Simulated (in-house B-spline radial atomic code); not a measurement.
# Excited states and polarisability of Yb⁵⁸⁺ by several methods

How far do the methods of linear response differ for Yb⁵⁸⁺? Each gives excitation energies, polarisability and C6.

Method: linear response of a closed shell, each method with its own adiabatic kernel; spin-free one-electron X2C, finite nucleus; B-spline basis; no spin-orbit coupling, no double excitations; only terms of natural parity, (−1)^L, with L up to 3 are computed. Code: in-house B-spline radial atomic code version 1.

### 1 The system

- element: ytterbium (Z = 70)
- charge: +58
- configuration: [Ne] 3s2
- runs: TDHF; PBE; CAM-B3LYP; LDA (VWN5); PBEsol; BLYP

Outer shells as boxes (Hund's rule):

Yb⁵⁸⁺
```
[Ne] core
3s [↑↓]
```

### 2 TDHF

Input settings:

```ini
Z = 70
electrons = 12.0
configuration = [Ne] 3s2
hamiltonian = x2c
method = hf
box_radius = 2.34
rms_radius = 5.3108
intervals = 62
```

Started as:

```bash
python run_td.py task.json out
```

The settings of every run stand in task.json; they run in order.

### 3 PBE

Settings: those of step 2 with these lines changed.

```diff
@@ -4,3 +4,3 @@
 hamiltonian = x2c
-method = hf
+method = pbe,pbe
 box_radius = 2.34
```

### 4 CAM-B3LYP

Settings: those of step 3 with these lines changed.

```diff
@@ -4,3 +4,3 @@
 hamiltonian = x2c
-method = pbe,pbe
+method = camb3lyp
 box_radius = 2.34
```

### 5 LDA (VWN5)

Settings: those of step 4 with these lines changed.

```diff
@@ -4,3 +4,3 @@
 hamiltonian = x2c
-method = camb3lyp
+method = lda,vwn
 box_radius = 2.34
```

### 6 PBEsol

Settings: those of step 5 with these lines changed.

```diff
@@ -4,3 +4,3 @@
 hamiltonian = x2c
-method = lda,vwn
+method = pbesol
 box_radius = 2.34
```

### 7 BLYP

Settings: those of step 6 with these lines changed.

```diff
@@ -4,3 +4,3 @@
 hamiltonian = x2c
-method = pbesol
+method = b88,lyp
 box_radius = 2.34
```

**Question.** What will these runs give? Wanted: for each run, threshold; 3s→3p ¹P; 3s→3p ³P, Tamm-Dancoff; α; C6.

**Answer**, as computed:

```csv
run,threshold (eV),3s→3p ¹P (eV),"3s→3p ³P, Tamm-Dancoff (eV)",α (bohr³),C6 (hartree bohr⁶),time
TDHF,6118.3,373.02,321.04,0.003447,0.0001313,0.4 s
PBE,6074.9,376.75,326.23,0.003347,0.0001253,0.4 s
CAM-B3LYP,6086.6,375.97,323.74,0.003364,0.0001263,0.7 s
LDA (VWN5),6072.6,376.05,326.16,0.003337,0.0001244,0.3 s
PBEsol,6073.2,375.58,325.05,0.003361,0.0001260,0.4 s
BLYP,6075.9,376.64,324.05,0.003346,0.0001252,0.4 s
```

In words: α runs from 0.00334 (LDA (VWN5)) to 0.00345 bohr³ (TDHF). The semilocal functionals put the threshold at 6072.6 to 6075.9 eV, under Hartree-Fock's 6118.3 eV, through self-interaction. Spin-orbit coupling, absent here, splits and mixes these terms strongly in an ion this highly charged, so they need not match single real levels.
